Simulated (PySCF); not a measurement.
# TaF4: forces at shaken geometries

Aim: move all atoms of relaxed TaF4 at random and read energies and forces. The species was built from a template and needn't be a known compound.

Computed with PySCF 2.14.0. Level: r2SCAN, Ta def2-SVP with ECP60, F def2-SVP; scalar-relativistic core potentials, no spin–orbit coupling.

3 further runs of the same task are left out: 2 for a known fault of the program, 1 that didn't finish. Runs told in other sessions of the task aren't counted.

## 1. Starting geometry

5 atoms, charge 0, spin multiplicity 2.

Bond lengths: Ta1–F2 1.875 Å, Ta1–F3 1.875 Å, Ta1–F4 1.875 Å, Ta1–F5 1.875 Å. Angles: F2–Ta1–F3 96.3°, F2–Ta1–F4 141.2°, F2–Ta1–F5 96.3°, F3–Ta1–F4 96.3°, F3–Ta1–F5 141.2°, F4–Ta1–F5 96.3°.

Geometry (Å):

```xyz
5
charge 0, multiplicity 2
Ta    0.0000    0.0000    0.0000
F     1.7686    0.0000   -0.6226
F     0.0000    1.7686    0.6226
F    -1.7686    0.0000   -0.6226
F     0.0000   -1.7686    0.6226
```

Formal oxidation states: Ta +4. An earlier session relaxed this geometry at r2SCAN, Ta def2-SVP with ECP60, F def2-SVP (doublet, point group D2d).

Its energy there is -456.197418 Eh.

## 2. Atoms moved at random, σ = 0.03 Å

File run.py (the lines that set the calculation):

```python
mol = gto.M(atom='''
Ta    -0.01251    -0.03823     0.02989
F      1.75949     0.01413    -0.63542
F     -0.00934     1.78921     0.65763
F     -1.75220     0.04785    -0.64352
F      0.01456    -1.81297     0.59142''',
    basis={'Ta': 'def2-SVP', 'F': 'def2-SVP'},
    ecp={'Ta': 'def2-SVP'},
    charge=0, spin=1)
mf = dft.UKS(mol, xc='R2SCAN')
mf.grids.atom_grid = (50, 194)
mf = mf.density_fit()  # fitting sets: Ta def2-universal-JKFIT, F def2-universal-JKFIT
mf.conv_tol = 1e-08; mf.max_cycle = 55
mf.kernel(dm0)  # dm0: the density of the relaxed state
```

Launch:

```console
OMP_NUM_THREADS=2 python run.py
```

Standard output:

```text
init E= -456.170848581356
  HOMO = -0.223790208218  LUMO = -0.129322082497  gap/eV = 2.57061
cycle= 1 E= -456.194050301068  delta_E= -0.0232  |g|= 0.0484  |ddm|= 0.156
  HOMO = -0.215970731825  LUMO = -0.121713783431  gap/eV = 2.56486
cycle= 2 E= -456.189247274496  delta_E= 0.0048  |g|= 0.124  |ddm|= 0.126
  HOMO = -0.21584714133  LUMO = -0.121376995344  gap/eV = 2.57066
cycle= 3 E= -456.195077538948  delta_E= -0.00583  |g|= 0.00753  |ddm|= 0.0823
  HOMO = -0.216888650265  LUMO = -0.122399130922  gap/eV = 2.57119
cycle= 4 E= -456.195092504781  delta_E= -1.5e-05  |g|= 0.00503  |ddm|= 0.00932
  HOMO = -0.216610082235  LUMO = -0.122111000044  gap/eV = 2.57145
cycle= 5 E= -456.195102102458  delta_E= -9.6e-06  |g|= 0.00112  |ddm|= 0.00391
  HOMO = -0.216604357571  LUMO = -0.12210675766  gap/eV = 2.57141
cycle= 6 E= -456.195102611917  delta_E= -5.09e-07  |g|= 0.000141  |ddm|= 0.00112
  HOMO = -0.216610467297  LUMO = -0.122112592667  gap/eV = 2.57142
cycle= 7 E= -456.195102622245  delta_E= -1.03e-08  |g|= 0.00014  |ddm|= 0.000413
  HOMO = -0.216613186211  LUMO = -0.122115549684  gap/eV = 2.57141
cycle= 8 E= -456.195102629304  delta_E= -7.06e-09  |g|= 4.99e-05  |ddm|= 0.000138
  HOMO = -0.216608515937  LUMO = -0.122111035902  gap/eV = 2.57141
Extra cycle  E= -456.195102625632  delta_E= 3.67e-09  |g|= 0.000115  |ddm|= 0.000132
converged SCF energy = -456.195102625632  <S^2> = 0.75192185  2S+1 = 2.0019209
```

It took 4.1 s on 2 threads of Arm Neoverse V1, shared host.

It gives: E = -456.195103 Eh (+0.063 eV from the relaxed state), HOMO -5.89 eV, LUMO -3.32 eV (over both spins), ⟨S²⟩ = 0.752, Mulliken charge on Ta1 +1.29 e, largest force component 1.863 eV/Å. 

```csv
atom,Fx,Fy,Fz (eV/Å)
Ta1,0.712,1.863,0.009
F2,-0.550,-0.050,0.263
F3,0.028,-1.372,-0.399
F4,-0.116,-0.135,0.019
F5,-0.074,-0.306,0.108
```

## 3. Atoms moved at random, σ = 0.06 Å

File run.py (the lines that set the calculation):

```python
mol = gto.M(atom='''
Ta    -0.04016    -0.00809     0.01788
F      1.89374     0.03248    -0.65362
F      0.00605     1.71376     0.59508
F     -1.80240     0.04987    -0.62528
F     -0.05723    -1.78802     0.66595''',
    basis={'Ta': 'def2-SVP', 'F': 'def2-SVP'},
    ecp={'Ta': 'def2-SVP'},
    charge=0, spin=1)
mf = dft.UKS(mol, xc='R2SCAN')
mf.grids.atom_grid = (50, 194)
mf = mf.density_fit()  # fitting sets: Ta def2-universal-JKFIT, F def2-universal-JKFIT
mf.conv_tol = 1e-08; mf.max_cycle = 55
mf.kernel(dm0)  # dm0: the density of the relaxed state
```

Launch:

```console
OMP_NUM_THREADS=2 python run.py
```

Standard output:

```text
init E= -456.141547793722
  HOMO = -0.236054356711  LUMO = -0.141629171799  gap/eV = 2.56944
cycle= 1 E= -456.173538624748  delta_E= -0.032  |g|= 0.141  |ddm|= 0.259
  HOMO = -0.219803367616  LUMO = -0.127278150828  gap/eV = 2.51774
cycle= 2 E= -456.114578169615  delta_E= 0.059  |g|= 0.42  |ddm|= 0.412
  HOMO = -0.218285916256  LUMO = -0.123393609453  gap/eV = 2.58215
cycle= 3 E= -456.181698192901  delta_E= -0.0671  |g|= 0.0465  |ddm|= 0.29
  HOMO = -0.222495755171  LUMO = -0.127543837773  gap/eV = 2.58377
cycle= 4 E= -456.182410356097  delta_E= -0.000712  |g|= 0.0224  |ddm|= 0.0477
  HOMO = -0.222132874527  LUMO = -0.127033887169  gap/eV = 2.58778
cycle= 5 E= -456.182593800366  delta_E= -0.000183  |g|= 0.00376  |ddm|= 0.0148
  HOMO = -0.221980363313  LUMO = -0.12684193482  gap/eV = 2.58885
cycle= 6 E= -456.182598939131  delta_E= -5.14e-06  |g|= 0.00127  |ddm|= 0.00367
  HOMO = -0.221934965193  LUMO = -0.1267904453  gap/eV = 2.58901
cycle= 7 E= -456.182599520075  delta_E= -5.81e-07  |g|= 0.000346  |ddm|= 0.00109
  HOMO = -0.221948254115  LUMO = -0.126799117863  gap/eV = 2.58914
cycle= 8 E= -456.182599599451  delta_E= -7.94e-08  |g|= 0.000127  |ddm|= 0.000865
  HOMO = -0.221943231305  LUMO = -0.12679405407  gap/eV = 2.58914
cycle= 9 E= -456.182599609207  delta_E= -9.76e-09  |g|= 9.04e-05  |ddm|= 0.000361
  HOMO = -0.221950272369  LUMO = -0.126801858854  gap/eV = 2.58912
Extra cycle  E= -456.182599595796  delta_E= 1.34e-08  |g|= 0.000214  |ddm|= 0.000227
converged SCF energy = -456.182599595796  <S^2> = 0.75201384  2S+1 = 2.0020128
```

Run time: 4.3 s. Hardware: 2 threads of Arm Neoverse V1, shared host.

Result: E = -456.182600 Eh (+0.403 eV from the relaxed state), HOMO -6.04 eV, LUMO -3.45 eV (over both spins), ⟨S²⟩ = 0.752, Mulliken charge on Ta1 +1.29 e, largest force component 3.276 eV/Å. 

```
atom      Fx      Fy  Fz (eV/Å)
 Ta1   2.927  -2.080     -1.819
  F2  -3.276  -0.179      1.164
  F3   0.005   1.760      0.659
  F4   0.318  -0.056      0.160
  F5   0.027   0.554     -0.165
```

## 4. Atoms moved at random, σ = 0.1 Å

File run.py (the lines that set the calculation):

```python
mol = gto.M(atom='''
Ta    -0.15420    -0.03320     0.01009
F      1.86921    -0.04949    -0.70096
F     -0.01140     1.58452     0.63503
F     -1.76252     0.05690    -0.55692
F      0.05890    -1.55872     0.61277''',
    basis={'Ta': 'def2-SVP', 'F': 'def2-SVP'},
    ecp={'Ta': 'def2-SVP'},
    charge=0, spin=1)
mf = dft.UKS(mol, xc='R2SCAN')
mf.grids.atom_grid = (50, 194)
mf = mf.density_fit()  # fitting sets: Ta def2-universal-JKFIT, F def2-universal-JKFIT
mf.conv_tol = 1e-08; mf.max_cycle = 55
mf.kernel(dm0)  # dm0: the density of the relaxed state
```

Launch:

```console
OMP_NUM_THREADS=2 python run.py
```

Standard output:

```text
init E= -456.213790419633
  HOMO = -0.205736596277  LUMO = -0.121055779682  gap/eV = 2.30428
cycle= 1 E= -456.061458025934  delta_E= 0.152  |g|= 0.273  |ddm|= 0.685
  HOMO = -0.159803022997  LUMO = -0.0934488959465  gap/eV = 1.80559
cycle= 2 E= -455.789171577744  delta_E= 0.272  |g|= 0.893  |ddm|= 0.885
  HOMO = -0.175935891509  LUMO = -0.0914087513078  gap/eV = 2.30010
cycle= 3 E= -456.086380134611  delta_E= -0.297  |g|= 0.145  |ddm|= 0.654
  HOMO = -0.191739937939  LUMO = -0.106051914791  gap/eV = 2.33169
cycle= 4 E= -456.094198182109  delta_E= -0.00782  |g|= 0.0544  |ddm|= 0.16
  HOMO = -0.193194746539  LUMO = -0.106764099056  gap/eV = 2.35190
cycle= 5 E= -456.095175694599  delta_E= -0.000978  |g|= 0.0122  |ddm|= 0.0327
  HOMO = -0.1919375831  LUMO = -0.105372615129  gap/eV = 2.35555
cycle= 6 E= -456.095234385745  delta_E= -5.87e-05  |g|= 0.0025  |ddm|= 0.0112
  HOMO = -0.191860080905  LUMO = -0.105265592838  gap/eV = 2.35636
cycle= 7 E= -456.095236292694  delta_E= -1.91e-06  |g|= 0.00164  |ddm|= 0.00297
  HOMO = -0.191876721233  LUMO = -0.105267903517  gap/eV = 2.35675
cycle= 8 E= -456.095237324714  delta_E= -1.03e-06  |g|= 0.000381  |ddm|= 0.00178
  HOMO = -0.191896451946  LUMO = -0.105289573549  gap/eV = 2.35669
cycle= 9 E= -456.095237410546  delta_E= -8.58e-08  |g|= 0.000112  |ddm|= 0.000742
  HOMO = -0.191894768794  LUMO = -0.105289872317  gap/eV = 2.35664
cycle= 10 E= -456.095237418138  delta_E= -7.59e-09  |g|= 4.1e-05  |ddm|= 0.000265
  HOMO = -0.191897091474  LUMO = -0.105292682306  gap/eV = 2.35663
Extra cycle  E= -456.095237416929  delta_E= 1.21e-09  |g|= 7.39e-05  |ddm|= 9.05e-05
converged SCF energy = -456.095237416929  <S^2> = 0.75162146  2S+1 = 2.0016208
```

It took 4.6 s on 2 threads of Arm Neoverse V1, shared host.

Read off: E = -456.095237 Eh (+2.780 eV from the relaxed state), HOMO -5.22 eV, LUMO -2.87 eV (over both spins), ⟨S²⟩ = 0.752, Mulliken charge on Ta1 +1.09 e, largest force component 11.458 eV/Å. 

```
atom      Fx       Fy  Fz (eV/Å)
 Ta1   9.092    5.296     -5.669
  F2  -3.420    0.136      1.227
  F3   0.661    5.908      2.397
  F4  -7.571    0.118     -2.509
  F5   1.238  -11.458      4.554
```

## 5. The displacements side by side

| σ (Å) | energy rise (eV) | harmonic estimate −½ F·u (eV) | largest force component (eV/Å) |
| --- | --- | --- | --- |
| 0.03 | 0.063 | 0.061 | 1.86 |
| 0.06 | 0.403 | 0.367 | 3.28 |
| 0.1 | 2.780 | 2.864 | 11.46 |

Every displacement raises the energy. For a harmonic well the rise equals −½ F·u; the two differ by at most 9 % here (a move with σ = 0.06 Å), from anharmonicity, the grid and the small forces left at the relaxed point. The largest moves cost over 1 eV, far outside the harmonic range, so agreement there can come from errors that cancel between squeezed and stretched bonds. These are double-zeta-type bases without diffuse functions. Spin–orbit coupling is left out for this open shell, where it can reorder the states. Open shells may have lower solutions than the one found.
